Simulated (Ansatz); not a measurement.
**GaH2O2 radical: one species, many methods**

How much do the methods differ for GaH2O2 radical? The plan is to run it at one geometry with functionals of several rungs and with coupled cluster, and see how far each lands from CCSD(T) at the basis-set limit for the atomisation energy.

Program: Ansatz 0.2.0, Gaussian basis. Level of theory: functionals in def2-TZVPP, the program's frozen cores in correlated methods. These are calculated values, not measurements.

The runs, in order: LDA (SPW92), PBE-D4, revPBE-D4, BLYP-D4, r2SCAN-D4, B97M-V, PBE0-D4, B3LYP-D4, r2SCANh-D4, r2SCAN0-D4, HSE06-D4, BHLYP-D4, CAM-B3LYP-D4, LC-ωPBE, ωB97X-V, ωB97M-V, B2PLYP, PBE-QIDH; CCSD(T)/def2-SVP; CCSD(T)/def2-TZVPP; CCSD(T)/def2-QZVPP; extrapolation to the limit; RPA on PBE.

## (1) The geometry

All runs share one geometry, relaxed beforehand with PBE0-D4 in a triple-zeta def2 set.

5 atoms, charge 0, spin multiplicity 2.

Atoms are counted from 1 here; the program's logs count them from 0.

Bond lengths: O1–Ga2 1.804 Å, O1–H4 0.960 Å, Ga2–O3 1.795 Å, O3–H5 0.963 Å. Angles: Ga2–O1–H4 114.9°, O1–Ga2–O3 114.9°, Ga2–O3–H5 111.1°.

## (2) LDA

This LDA is Slater exchange with PW92 correlation.

Input file in.yaml:

```yaml
crystal:
  periodic: [false, false, false]
  atoms:
    - {symbol: O, position_ang: [-0.370588, 0.021627, -1.274366]}
    - {symbol: Ga, position_ang: [-0.311704, -0.753846, 0.353630]}
    - {symbol: O, position_ang: [0.618216, 0.154908, 1.591083]}
    - {symbol: H, position_ang: [-0.867432, -0.464636, -1.936469]}
    - {symbol: H, position_ang: [0.981509, 0.968245, 1.224721]}
basis:
  gaussian: {orbitals: def2-TZVPP}
magnetization: {spin_polarized: true, initial_magnetization: 1}
hamiltonian: {xc: lda}
output: {orbitals: {seedname: orbitals}}
```

On the command line:

```
$ ansatz run in.yaml --threads 2 --pin off --events-out ev --progress --plain --max-ram 32768MiB --backend cpu
```

The runs that follow: PBE-D4 (GGA); revPBE-D4 (GGA); BLYP-D4 (GGA); r2SCAN-D4 (meta-GGA); B97M-V (meta-GGA); B3LYP-D4 (hybrid); r2SCANh-D4 (hybrid); r2SCAN0-D4 (hybrid); HSE06-D4 (hybrid); BHLYP-D4 (hybrid); CAM-B3LYP-D4 (range-separated); LC-ωPBE (range-separated); ωB97X-V (range-separated); ωB97M-V (range-separated); B2PLYP (double hybrid); PBE-QIDH (double hybrid); CCSD(T) in def2-SVP; CCSD(T) in def2-TZVPP; CCSD(T) in def2-QZVPP; RPA on PBE orbitals.

Q: Predict the results of all the runs planned. Wanted: atomisation energy, CCSD(T)/CBS; farthest beyond LDA; mean size of error, GGA; mean size of error, meta-GGA; mean size of error, hybrid; mean size of error, range-separated; mean size of error, double hybrid; gap, smallest and largest; T1 diagnostic.

As calculated:

| quantity | value |
| --- | --- |
| atomisation energy, CCSD(T)/CBS | 16.646 eV |
| functionals within 0.166 eV (1.0 %) | BLYP-D4, r2SCAN-D4, CAM-B3LYP-D4, LC-ωPBE, ωB97X-V |
| farthest beyond LDA | BHLYP-D4 (-1.266 eV) |
| mean size of error, GGA | 0.235 eV |
| mean size of error, meta-GGA | 0.153 eV |
| mean size of error, hybrid | 0.520 eV |
| mean size of error, range-separated | 0.141 eV |
| mean size of error, double hybrid | 0.315 eV |
| gap, smallest and largest | 0.96 eV (LDA (SPW92)), 8.35 eV (LC-ωPBE) |
| T1 diagnostic | 0.0171 |
| triples share of the correlation energy | 3.8 % |

In words: LDA overbinds by 3.007 eV (18 %). PBE-D4 misses by +0.316 eV. Double hybrids carry the basis error of their MP2 part in triple zeta, and no dispersion term here, so their miss is partly the set-up's. The rungs range-separated, meta-GGA miss on average by less than the doubt on the reference (0.166 eV), so they tie; hybrid functionals have the largest mean beyond LDA (0.520 eV), BHLYP with half exact exchange included. The reference freezes the cores and leaves out relativity and excitations past (T), and its outer-core shells are covered unevenly, so misses under about 0.166 eV can't be ranked. Hartree-Fock recovers 64 % of the binding; the rest is correlation. CCSD(T) in def2-SVP is off by -1.452 eV, which most functionals beat. Orbital gaps span 1.0 to 8.3 eV; exact exchange widens them. Correlated methods include outer-core shells of Ga, which these sets cover unevenly.
